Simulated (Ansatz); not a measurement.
# C₅H₈O₂S: a ladder of functionals and wavefunction methods

One table from this session's results is given with a row withheld; the runs are named, their logs left out.

Method: functionals in def2-TZVPP, the program's frozen cores in correlated methods; program: Ansatz 0.2.0, Gaussian basis.

Plan: LDA (SPW92), PBE-D4, revPBE-D4, BLYP-D4, r2SCAN-D4, B97M-V, PBE0-D4, B3LYP-D4, r2SCANh-D4, r2SCAN0-D4, HSE06-D4, BHLYP-D4, CAM-B3LYP-D4, LC-ωPBE, ωB97X-V, ωB97M-V, B2PLYP, PBE-QIDH; CCSD(T)/def2-SVP; CCSD(T)/def2-TZVPP; MP2/def2-QZVPP; extrapolation to the limit; RPA on PBE.

### Structure used throughout

All runs share one geometry, relaxed beforehand with PBE0-D4 in a triple-zeta def2 set.

SMILES `CC1=CCS(=O)(=O)C1`, 16 atoms, charge 0, spin multiplicity 1.

Atoms are counted from 1 here; the program's logs count them from 0.

Bond lengths: C1–C2 1.487 Å, C1–H9 1.095 Å, C1–H10 1.095 Å, C1–H11 1.091 Å, C2–C3 1.333 Å, C2–C8 1.497 Å, C3–C4 1.490 Å, C3–H12 1.085 Å, C4–S5 1.800 Å, C4–H13 1.092 Å, C4–H14 1.093 Å, S5–O6 1.437 Å, S5–O7 1.436 Å, S5–C8 1.798 Å, C8–H15 1.092 Å, C8–H16 1.093 Å. Angles: C2–C1–H9 110.7°, C2–C1–H10 111.0°, C2–C1–H11 111.3°, H9–C1–H10 106.8°, H9–C1–H11 108.4°, H10–C1–H11 108.4°, C1–C2–C3 125.5°, C1–C2–C8 119.2°, C3–C2–C8 115.3°, C2–C3–C4 117.6°, C2–C3–H12 122.2°, C4–C3–H12 120.2°, C3–C4–S5 103.7°, C3–C4–H13 114.0°, C3–C4–H14 113.7°, S5–C4–H13 107.4°, S5–C4–H14 108.2°, H13–C4–H14 109.3° and more.

Set-up of the first run:

in.yaml reads:

```yaml
crystal:
  periodic: [false, false, false]
  atoms:
    - {symbol: C, position_ang: [2.199934, 0.265462, 0.337604]}
    - {symbol: C, position_ang: [0.756435, -0.005772, 0.105362]}
    - {symbol: C, position_ang: [0.266121, -0.972737, -0.669973]}
    - {symbol: C, position_ang: [-1.215225, -1.081828, -0.783443]}
    - {symbol: S, position_ang: [-1.814248, 0.444854, -0.040868]}
    - {symbol: O, position_ang: [-2.040661, 1.402221, -1.088250]}
    - {symbol: O, position_ang: [-2.843364, 0.173770, 0.923623]}
    - {symbol: C, position_ang: [-0.266013, 0.857451, 0.775825]}
    - {symbol: H, position_ang: [2.462900, 1.275028, 0.006573]}
    - {symbol: H, position_ang: [2.443714, 0.208057, 1.403089]}
    - {symbol: H, position_ang: [2.827378, -0.447770, -0.198262]}
    - {symbol: H, position_ang: [0.906320, -1.660084, -1.212211]}
    - {symbol: H, position_ang: [-1.581730, -1.110735, -1.811792]}
    - {symbol: H, position_ang: [-1.638340, -1.921164, -0.226027]}
    - {symbol: H, position_ang: [-0.093119, 1.926982, 0.635667]}
    - {symbol: H, position_ang: [-0.370084, 0.646263, 1.843093]}
basis:
  gaussian: {orbitals: def2-TZVPP}
hamiltonian: {xc: lda}
output: {orbitals: {seedname: orbitals}}
```

Started as:

```sh
ansatz run in.yaml --threads 2 --pin off --events-out ev --progress --plain --max-ram 20480MiB --backend cuda --devices 0, --max-vram 18GiB
```

Steps of the session up to this table: LDA; PBE-D4 (GGA); revPBE-D4 (GGA); BLYP-D4 (GGA); r2SCAN-D4 (meta-GGA); B97M-V (meta-GGA); B3LYP-D4 (hybrid); r2SCANh-D4 (hybrid); r2SCAN0-D4 (hybrid); HSE06-D4 (hybrid); BHLYP-D4 (hybrid); CAM-B3LYP-D4 (range-separated); LC-ωPBE (range-separated); ωB97X-V (range-separated); ωB97M-V (range-separated); B2PLYP (double hybrid); PBE-QIDH (double hybrid).

One of the session's tables, all rows but one given; the rest of the session is left out.

It belongs to the step «Frontier levels by functional». 

| functional | HOMO (eV) | gap (eV) |
| --- | --- | --- |
| LDA (SPW92) | -6.69 | 5.25 |
| PBE-D4 | -6.56 | 5.32 |
| revPBE-D4 | ? | ? |
| BLYP-D4 | -6.43 | 5.31 |
| r2SCAN-D4 | -6.76 | 5.73 |
| B97M-V | -6.79 | 5.83 |
| PBE0-D4 | -7.72 | 7.46 |
| B3LYP-D4 | -7.52 | 7.02 |
| r2SCANh-D4 | -7.20 | 6.53 |
| r2SCAN0-D4 | -7.85 | 7.72 |
| HSE06-D4 | -7.32 | 6.68 |
| BHLYP-D4 | -8.76 | 9.58 |
| CAM-B3LYP-D4 | -9.06 | 9.93 |
| LC-ωPBE | -10.41 | 12.45 |
| ωB97X-V | -10.04 | 11.99 |
| ωB97M-V | -9.94 | 11.76 |

**Question.** Estimate the row for revPBE-D4.

As computed: HOMO (eV): -6.50; gap (eV): 5.34. In the column «HOMO (eV)» it lies between PBE-D4 (-6.56) and BLYP-D4 (-6.43).
